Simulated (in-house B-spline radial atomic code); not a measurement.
# Dy¹⁰⁺: ionisation energy by several methods

An exercise on one series of results from a longer session: the logs are not shown, and one member is left open.

Method: non-relativistic, several functionals, spin-polarised; spherical all-electron atom at the radial basis limit. Code: in-house B-spline radial atomic code version 1.

## What is computed

```
element       : dysprosium (Z = 66)
charge        : +10
electrons     : 56
configuration : [Kr] 4d10 4f8 5s2
nucleus       : point
```

Outer shells as boxes (Hund's rule):

[Kr] 4d10 4f8 5s2
```
[Kr] core
4d [↑↓][↑↓][↑↓][↑↓][↑↓]
4f [↑↓][↑ ][↑ ][↑ ][↑ ][↑ ][↑ ]
5s [↑↓]
```

Where spins are not typed, each open shell is filled with up spins first.

Set-up of the first run:

Settings of the run:

```ini
Z = 66
electrons = 56.0
configuration = [Kr] 4d10 4f8 5s2
hamiltonian = nr
method = pbe,pbe
spin_polarised = True
```

Among the steps run: PBE; exchange-only LDA; PW91; SCAN; Hartree-Fock.

One of the session's tables, all rows but one given; the rest of the session is left out.

| method | ΔSCF (eV) |
| --- | --- |
| exchange-only LDA | 178.55 |
| PBE | 180.44 |
| PW91 | ? |
| SCAN | 178.79 |
| Hartree-Fock | 175.92 |

**Question.** Estimate the row for PW91.

The run gave: ΔSCF (eV): 180.64. In the column «ΔSCF (eV)» it is the highest.

Caveats from the session: Meta-GGA runs start from a PBE run whose iterations are not counted. These runs leave out relativity, which matters at this nuclear charge.
